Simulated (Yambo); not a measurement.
# Al (Fm-3m) in Yambo: settings compared

The runs below take Al through energy-loss spectrum, optical spectrum, with PBEsol, PBE.

Program: Yambo 5.3.0. These are calculated values, not measurements. Logs are shortened: lines on timing, memory, paths and dates and some standing lists are left out, and cuts for length are marked.

## (1) The crystal as given

Symmetry: Fm-3m, No. 225, cubic system. Conventional cell: a = 4.050 Å, b = 4.050 Å, c = 4.050 Å, α = 90.00°, β = 90.00°, γ = 90.00°. Al (site symmetry m-3m) has 12 Al at 2.86 Å as nearest neighbours.

## (2) Energy-loss spectrum, PBEsol (volume scaled by 0.96)

The input, eels7.in:

```
optics
chi
tddft
Chimod= "ALDA"
% BndsRnXd
 1 | 32 |
%
NGsBlkXd= 3 Ry
% LongDrXd
 1 | 1 | 1 |
%
% QpntsRXd
 6 | 6 |
%
% EnRngeXd
 0 | 40 | eV
%
% DmRngeXd
 0.5 | 0.5 | eV
%
ETStpsXd= 200
FxcGRLc= 3 Ry
VXCRLvcs= 3 Ry
```

The input, scf.in:

```
&CONTROL
  calculation = 'scf'
  prefix = 'pwscf'
  outdir = './tmp'
  pseudo_dir = './pseudo'
/
&SYSTEM
  ibrav = 0
  nat = 1
  ntyp = 1
  ecutwfc = 28
  nbnd = 6
  occupations = 'smearing'
  smearing = 'fd'
  degauss = 0.00367493
  force_symmorphic = .true.
/
&ELECTRONS
  conv_thr = 2d-10
  electron_maxstep = 120
  mixing_beta = 0.5
/
ATOMIC_SPECIES
Al    26.9815 Al.upf
CELL_PARAMETERS angstrom
   0.0000000000    1.9974394157    1.9974394157
   1.9974394157    0.0000000000    1.9974394157
   1.9974394157    1.9974394157    0.0000000000
ATOMIC_POSITIONS crystal
Al     0.0000000000    0.0000000000    0.0000000000
K_POINTS automatic
16 16 16 0 0 0
```

The input, nscf.in:

```
&CONTROL
  calculation = 'nscf'
  prefix = 'pwscf'
  outdir = './tmp'
  pseudo_dir = './pseudo'
/
&SYSTEM
  ibrav = 0
  nat = 1
  ntyp = 1
  ecutwfc = 28
  nbnd = 32
  occupations = 'smearing'
  smearing = 'fd'
  degauss = 0.00367493
  force_symmorphic = .true.
/
&ELECTRONS
  conv_thr = 1d-08
  diago_full_acc = .true.
  diago_thr_init = 1d-06
/
ATOMIC_SPECIES
Al    26.9815 Al.upf
CELL_PARAMETERS angstrom
   0.0000000000    1.9974394157    1.9974394157
   1.9974394157    0.0000000000    1.9974394157
   1.9974394157    1.9974394157    0.0000000000
ATOMIC_POSITIONS crystal
Al     0.0000000000    0.0000000000    0.0000000000
K_POINTS automatic
16 16 16 0 0 0
```

Potentials or basis: PseudoDojo 0.4.1 SR PBEsol standard.

Started as:

```sh
$ OMP_NUM_THREADS=1 pw.x -in scf.in > scf.out
$ OMP_NUM_THREADS=1 pw.x -in nscf.in > nscf.out
$ cd tmp/pwscf.save; p2y; mv SAVE ../..; cd ../..
$ OMP_NUM_THREADS=1 yambo
$ OMP_NUM_THREADS=1 yambo -F eels7.in -J eels7 -C eels7_out
```

Yambo's report:

```text
[... sections 02.01 to 02.04 as in the set-up run ...]

  [02.05] Energies & Occupations
  ==============================

  [X] === General ===
  [X] Electronic Temperature                        :  0.258606E-1   300.100    [eV K]
  [X] Bosonic    Temperature                        :  0.258606E-1   300.100    [eV K]
  [X] Finite Temperature mode                       : yes
  [X] El. density                                   :  0.18822E+24 [cm-3]
  [X] Fermi Level                                   :  8.267150 [eV]

  [X] === Gaps and Widths ===
  [X] Conduction Band Min                           :  8.267150 [eV]
  [X] Valence Band Max                              :  8.267150 [eV]
  [X] Filled Bands                                  :  1
  [X] Metallic Bands                                :  2  3
  [X] Empty Bands                                   :    4   32

  [X] === Metallic Characters ===
  [X] N of el / N of met el                         :  3.000000  0.936267
  [X] Average metallic occ.                         :  0.117033

  [WARNING] [X] Metallic system

 [03] Transferred momenta grid and indexing
 ==========================================

 IBZ Q-points                                      :  145
 BZ  Q-points                                      :   4096

 K/Q-points units:
 rlu = crystal or reduced units; cc = cartesian coordinates; iku = interal k-units

 Q [  1]        [rlu]:  0.000000  0.000000  0.000000
 Q [  2]        [rlu]:  0.81339E-19  0.81339E-19  0.62500E-01
 Q [  3]        [rlu]:  0.16268E-18  0.16268E-18  0.12500
 Q [  4]        [rlu]: -0.16482E-16 -0.26042E-17  0.18750
 Q [  5]        [rlu]:  0.32536E-18  0.32536E-18  0.25000
 Q [  6]        [rlu]:  0.35477E-18  0.35477E-18  0.31250
[... 42 lines left out ...]
 Q [ 49]        [rlu]: -0.18491E-16  0.25000      0.25000
 Q [ 50]        [rlu]: -0.20036E-16  0.25000      0.31250

 Remaining 95 points informations can be written running with -fatlog

 [04] Optics
 ===========

 [WF-Rho loader] Normalization (few states)  min/max  :  0.25361E-15   1.0000

 [xc] Functional : Perdew, Burke & Ernzerhof SOL(X)+Perdew, Burke & Ernzerhof SOL(C)
 [xc] LIBXC used to calculate xc functional
  PP Number of Atomic Species                      :  1
  NLCC RL compoments                               :  2109
 [X-CG] R(p) Tot o/o(of R):   33150  195228     100
```

o-eels7.eel_q6_inv_alda_dyson:

```text
# Electron Energy Loss @ Q(6):  0.156250000     0.156250000    -0.156250000    [iku]
#
# [ X ] Hartree size                              :  27
# [GEN] GF Energies                               : Perdew, Burke & Ernzerhof SOL(X)+Perdew, Burke & Ernzerhof SOL(C)
# [GEN] Green`s Function                          : Retarded
#
#    E[1] [eV]          Im(eel)            Re(eel)            Im(eel_o)          Re(eel_o)
#
        0.000000           0.27297E-10       -0.102854           0.83114E-19       -0.149751
        0.201005           0.003998          -0.102696           0.003598          -0.149605
        0.402010           0.008128          -0.102321           0.007320          -0.149260
        0.603015           0.012373          -0.101832           0.011152          -0.148813
        0.804020           0.016665          -0.101348           0.015028          -0.148373
        1.005025           0.020688          -0.100741           0.018664          -0.147828
[... 192 lines left out ...]
        39.79899           0.019818          -1.186374           0.020162          -1.188096
        40.00000           0.019538          -1.184221           0.019876          -1.185902
#
```

Wall time 24 s (1 thread of Arm Neoverse V1, shared host); peak memory 0.37 GiB.

What came out:

```
Band gap on the k mesh, mean-field level : none (metal or under the smearing width)
Peak of the energy-loss function         : 17.5 eV
```

Energy-loss function at q = [0.0, 0.0, 0.3125] (reciprocal lattice):
```
energy (eV)   loss
        0.0  0.000
        1.8  0.040
        3.4  0.075
        5.2  0.119
        7.0  0.152
        8.6  0.194
       10.5  0.248
       12.3  0.292
       13.9  0.487
       15.7  1.517
       17.5  7.200
       19.1  1.704
       20.9  0.479
       22.5  0.236
       24.3  0.137
       26.1  0.089
       27.7  0.063
       29.5  0.044
       31.4  0.031
       33.0  0.028
       34.8  0.023
       36.6  0.023
       38.2  0.022
       40.0  0.020
```

Caveat: the LDA kernel is used on GGA states, which is inconsistent by a few percent.

## (3) Energy-loss spectrum, PBEsol (volume scaled by 0.96)

The input, eels8.in:

```
optics
chi
Chimod= "HARTREE"
% BndsRnXd
 1 | 32 |
%
NGsBlkXd= 2 Ry
% LongDrXd
 1 | 1 | 1 |
%
% QpntsRXd
 4 | 4 |
%
% EnRngeXd
 0 | 40 | eV
%
% DmRngeXd
 0.5 | 0.5 | eV
%
ETStpsXd= 200
```

scf.in is that of step 2.

nscf.in is that of step 2.

Potentials or basis: PseudoDojo 0.4.1 SR PBEsol standard.

Started as:

```sh
$ OMP_NUM_THREADS=1 pw.x -in scf.in > scf.out
$ OMP_NUM_THREADS=1 pw.x -in nscf.in > nscf.out
$ cd tmp/pwscf.save; p2y; mv SAVE ../..; cd ../..
$ OMP_NUM_THREADS=1 yambo
$ OMP_NUM_THREADS=1 yambo -F eels8.in -J eels8 -C eels8_out
```

Yambo's report:

```text
[... sections 02.01 to 02.04 as in the set-up run ...]

  [02.05] Energies & Occupations
  ==============================

  [X] === General ===
  [X] Electronic Temperature                        :  0.258606E-1   300.100    [eV K]
  [X] Bosonic    Temperature                        :  0.258606E-1   300.100    [eV K]
  [X] Finite Temperature mode                       : yes
  [X] El. density                                   :  0.18822E+24 [cm-3]
  [X] Fermi Level                                   :  8.267150 [eV]

  [X] === Gaps and Widths ===
  [X] Conduction Band Min                           :  8.267150 [eV]
  [X] Valence Band Max                              :  8.267150 [eV]
  [X] Filled Bands                                  :  1
  [X] Metallic Bands                                :  2  3
  [X] Empty Bands                                   :    4   32

  [X] === Metallic Characters ===
  [X] N of el / N of met el                         :  3.000000  0.936267
  [X] Average metallic occ.                         :  0.117033

  [WARNING] [X] Metallic system

 [03] Transferred momenta grid and indexing
 ==========================================

 IBZ Q-points                                      :  145
 BZ  Q-points                                      :   4096

 K/Q-points units:
 rlu = crystal or reduced units; cc = cartesian coordinates; iku = interal k-units

 Q [  1]        [rlu]:  0.000000  0.000000  0.000000
 Q [  2]        [rlu]:  0.81339E-19  0.81339E-19  0.62500E-01
 Q [  3]        [rlu]:  0.16268E-18  0.16268E-18  0.12500
 Q [  4]        [rlu]: -0.16482E-16 -0.26042E-17  0.18750
 Q [  5]        [rlu]:  0.32536E-18  0.32536E-18  0.25000
 Q [  6]        [rlu]:  0.35477E-18  0.35477E-18  0.31250
[... 42 lines left out ...]
 Q [ 49]        [rlu]: -0.18491E-16  0.25000      0.25000
 Q [ 50]        [rlu]: -0.20036E-16  0.25000      0.31250

 Remaining 95 points informations can be written running with -fatlog

 [04] Optics
 ===========

 [WF-X loader] Normalization (few states)  min/max  :  0.47627E-16   1.0000

 [X-CG] R(p) Tot o/o(of R):   33005  195005     100
```

o-eels8.eel_q4_inv_rpa_dyson:

```text
# Electron Energy Loss @ Q(4):  0.937500000E-1  0.937500000E-1 -0.937500000E-1 [iku]
#
# [ X ] Hartree size                              :   9
# [GEN] GF Energies                               : Perdew, Burke & Ernzerhof SOL(X)+Perdew, Burke & Ernzerhof SOL(C)
# [GEN] Green`s Function                          : Retarded
#
#    E[1] [eV]          Im(eel)            Re(eel)            Im(eel_o)          Re(eel_o)
#
        0.000000          -0.60425E-12       -0.062874          -0.88820E-19       -0.062872
        0.201005           0.002565          -0.062612           0.002564          -0.062610
        0.402010           0.005364          -0.061901           0.005363          -0.061899
        0.603015           0.008554          -0.060956           0.008552          -0.060955
        0.804020           0.012108          -0.060091           0.012106          -0.060091
        1.005025           0.015717          -0.059501           0.015715          -0.059503
[... 192 lines left out ...]
        39.79899           0.017283          -1.181961           0.017133          -1.182205
        40.00000           0.017323          -1.179952           0.017093          -1.180274
#
```

Run time: 21 s. Hardware: 1 thread of Arm Neoverse V1, shared host; peak memory 0.36 GiB.

What came out:

```
Band gap on the k mesh, mean-field level : none (metal or under the smearing width)
Peak of the energy-loss function         : 16.3 eV
```

Energy-loss function at q = [0.0, 0.0, 0.1875] (reciprocal lattice):
```csv
energy (eV),loss
0.0,0.000
1.8,0.027
3.4,0.050
5.2,0.065
7.0,0.067
8.6,0.082
10.5,0.147
12.3,0.323
13.9,0.837
15.7,5.427
17.5,2.963
19.1,0.688
20.9,0.266
22.5,0.156
24.3,0.098
26.1,0.068
27.7,0.052
29.5,0.040
31.4,0.029
33.0,0.025
34.8,0.022
36.6,0.020
38.2,0.018
40.0,0.017
```

## (4) Optical spectrum, PBE

The input, optics0.in:

```
optics
chi
Chimod= "IP"
% BndsRnXd
 1 | 27 |
%
% LongDrXd
 1 | 0 | 0 |
%
% QpntsRXd
 1 | 1 |
%
% EnRngeXd
 0 | 30 | eV
%
% DmRngeXd
 0.3 | 0.3 | eV
%
ETStpsXd= 300
```

Changes to scf.in since step 3:

```diff
@@ -10,3 +10,3 @@
   ntyp = 1
-  ecutwfc = 28
+  ecutwfc = 40
   nbnd = 6
@@ -25,5 +25,5 @@
 CELL_PARAMETERS angstrom
-   0.0000000000    1.9974394157    1.9974394157
-   1.9974394157    0.0000000000    1.9974394157
-   1.9974394157    1.9974394157    0.0000000000
+   0.0000000000    2.0248050000    2.0248050000
+   2.0248050000    0.0000000000    2.0248050000
+   2.0248050000    2.0248050000    0.0000000000
 ATOMIC_POSITIONS crystal
@@ -31,2 +31,2 @@
 K_POINTS automatic
-16 16 16 0 0 0
+24 24 24 0 0 0
```

Changes to nscf.in since step 3:

```diff
@@ -10,3 +10,3 @@
   ntyp = 1
-  ecutwfc = 28
+  ecutwfc = 40
   nbnd = 32
@@ -25,5 +25,5 @@
 CELL_PARAMETERS angstrom
-   0.0000000000    1.9974394157    1.9974394157
-   1.9974394157    0.0000000000    1.9974394157
-   1.9974394157    1.9974394157    0.0000000000
+   0.0000000000    2.0248050000    2.0248050000
+   2.0248050000    0.0000000000    2.0248050000
+   2.0248050000    2.0248050000    0.0000000000
 ATOMIC_POSITIONS crystal
@@ -31,2 +31,2 @@
 K_POINTS automatic
-16 16 16 0 0 0
+24 24 24 0 0 0
```

Potentials or basis: PseudoDojo 0.4.1 SR PBE standard.

Started as:

```sh
$ OMP_NUM_THREADS=1 pw.x -in scf.in > scf.out
$ OMP_NUM_THREADS=1 pw.x -in nscf.in > nscf.out
$ cd tmp/pwscf.save; p2y; mv SAVE ../..; cd ../..
$ OMP_NUM_THREADS=1 yambo
$ OMP_NUM_THREADS=1 yambo -F optics0.in -J optics0 -C optics0_out
```

Yambo's report:

```text
[... sections 02.01 to 02.04 as in the set-up run ...]

  [02.05] Energies & Occupations
  ==============================

  [X] === General ===
  [X] Electronic Temperature                        :  0.258606E-1   300.100    [eV K]
  [X] Bosonic    Temperature                        :  0.258606E-1   300.100    [eV K]
  [X] Finite Temperature mode                       : yes
  [X] El. density                                   :  0.18069E+24 [cm-3]
  [X] Fermi Level                                   :  7.869382 [eV]

  [X] === Gaps and Widths ===
  [X] Conduction Band Min                           :  7.869382 [eV]
  [X] Valence Band Max                              :  7.869382 [eV]
  [X] Filled Bands                                  :  1
  [X] Metallic Bands                                :  2  3
  [X] Empty Bands                                   :    4   32

  [X] === Metallic Characters ===
  [X] N of el / N of met el                         :  3.000000  0.953977
  [X] Average metallic occ.                         :  0.119247

  [WARNING] [X] Metallic system

 [03] Transferred momenta grid and indexing
 ==========================================

 IBZ Q-points                                      :   413
 BZ  Q-points                                      :  13824

 K/Q-points units:
 rlu = crystal or reduced units; cc = cartesian coordinates; iku = interal k-units

 Q [  1]        [rlu]:  0.000000  0.000000  0.000000
 Q [  2]        [rlu]:  0.27806E-18  0.27806E-18  0.41667E-01
 Q [  3]        [rlu]:  0.20685E-17  0.20685E-17  0.83333E-01
 Q [  4]        [rlu]: -0.18791E-17 -0.18791E-17  0.12500
 Q [  5]        [rlu]:  0.71618E-17 -0.20594E-16  0.16667
 Q [  6]        [rlu]: -0.37247E-17 -0.37247E-17  0.20833
[... 42 lines left out ...]
 Q [ 49]        [rlu]:  0.14667E-17  0.83333E-01 -0.41667
 Q [ 50]        [rlu]: -0.34545E-18  0.83333E-01 -0.37500

 Remaining 363 points informations can be written running with -fatlog

 [WARNING] [Xd] User bands 1-27 break level degeneracy

 [04] Dipoles
 ============

  [04.01] Setup: observables and procedures
  =========================================

  [WF-Oscillators/G space/Transverse up loader] Normalization (few states)  min/max  :  0.32778E-16   1.0000

  [WR./optics0//ndb.dipoles]------------------------------------------------------
   Brillouin Zone Q/K grids (IBZ/BZ)                :    413  13824    413  13824
   RL vectors                                       :   749 [WF]
   Fragmentation                                    : yes
   Electronic Temperature                           :  300.1000 [K]
   Bosonic    Temperature                           :  300.1000 [K]
   DIP band range                                   :   1  27
   DIP band range limits                            :  3  2
   DIP e/h energy range                             : -1.000000 -1.000000 [eV]
   RL vectors in the sum                            :   749
   [r,Vnl] included                                 : yes
   Bands ordered                                    : yes
   Direct v evaluation                              : no
   Approach used                                    : G-space v
   Dipoles computed                                 : R V P [G-space]
   Wavefunctions                                    : Perdew, Burke & Ernzerhof(X)+Perdew, Burke & Ernzerhof(C)

  [WARNING] [r,Vnl^pseudo] included in position and velocity dipoles.

  [WARNING] In case H contains other non local terms, these are neglected

 [05] Optics
 ===========

 [X-CG] R(p) Tot o/o(of R):    14937   555178      100

 [WARNING] The system is a metal but Drude term not included.
```

o-optics0.eel_q1_ip:

```text
# Electron Energy Loss @ Q(1):   1.00000000      0.00000000      0.00000000    [q->0 direction]
#
# [ X ] Hartree size                              :  1
# [GEN] GF Energies                               : Perdew, Burke & Ernzerhof(X)+Perdew, Burke & Ernzerhof(C)
# [GEN] Green`s Function                          : Retarded
#
# [GEN] Gauge                                     : Length
# [GEN] [r,Vnl] included                          : yes
#
#    E[1] [eV]          Im(eel)            Re(eel)
#
        0.000000           0.25279E-19       -0.010486
        0.100334           0.002117          -0.010264
        0.200669           0.004349          -0.009622
        0.301003           0.006787          -0.008624
        0.401338           0.009455          -0.007315
        0.501672           0.012466          -0.005629
[... 292 lines left out ...]
        29.89967           0.011345          -1.104064
        30.00000           0.011304          -1.103255
#
```

Run time: 68 s. Hardware: 1 thread of Arm Neoverse V2, shared host; peak memory 0.37 GiB.

Results:

```yaml
Band_gap_on_the_k_mesh_mean-field_level: none (metal or under the smearing width)
```

Dielectric function (along the field direction of the input):
| energy (eV) | real part | imaginary part |
| --- | --- | --- |
| 0.30 | 71.60 | 56.35 |
| 1.30 | 6.69 | 28.41 |
| 2.31 | -13.01 | 13.46 |
| 3.31 | -6.51 | 5.34 |
| 4.41 | -2.94 | 2.24 |
| 5.42 | -1.81 | 0.80 |
| 6.42 | -1.18 | 0.46 |
| 7.53 | -0.61 | 0.32 |
| 8.53 | -0.19 | 0.24 |
| 9.53 | 0.05 | 0.13 |
| 10.64 | 0.23 | 0.09 |
| 11.64 | 0.35 | 0.08 |
| 12.64 | 0.47 | 0.07 |
| 13.75 | 0.55 | 0.05 |
| 14.75 | 0.60 | 0.04 |
| 15.75 | 0.65 | 0.03 |
| 16.86 | 0.70 | 0.03 |
| 17.86 | 0.73 | 0.02 |
| 18.86 | 0.76 | 0.02 |
| 19.97 | 0.79 | 0.02 |

Energy-loss function:
```json
{"energy (eV)": "0.0", "loss": "0.000"}
{"energy (eV)": "1.3", "loss": "0.033"}
{"energy (eV)": "2.6", "loss": "0.050"}
{"energy (eV)": "3.9", "loss": "0.089"}
{"energy (eV)": "5.2", "loss": "0.156"}
{"energy (eV)": "6.5", "loss": "0.313"}
{"energy (eV)": "7.8", "loss": "0.937"}
{"energy (eV)": "9.1", "loss": "5.651"}
{"energy (eV)": "10.4", "loss": "2.223"}
{"energy (eV)": "11.7", "loss": "0.565"}
{"energy (eV)": "13.0", "loss": "0.245"}
{"energy (eV)": "14.3", "loss": "0.144"}
{"energy (eV)": "15.7", "loss": "0.086"}
{"energy (eV)": "17.0", "loss": "0.069"}
{"energy (eV)": "18.3", "loss": "0.043"}
{"energy (eV)": "19.6", "loss": "0.037"}
{"energy (eV)": "20.9", "loss": "0.028"}
{"energy (eV)": "22.2", "loss": "0.026"}
{"energy (eV)": "23.5", "loss": "0.021"}
{"energy (eV)": "24.8", "loss": "0.016"}
{"energy (eV)": "26.1", "loss": "0.014"}
{"energy (eV)": "27.4", "loss": "0.013"}
{"energy (eV)": "28.7", "loss": "0.012"}
{"energy (eV)": "30.0", "loss": "0.011"}
```

Caveat: the intraband (Drude) term of the metal is left out; independent-particle spectra lack excitons.

(Part 1 of 2 ends here.)
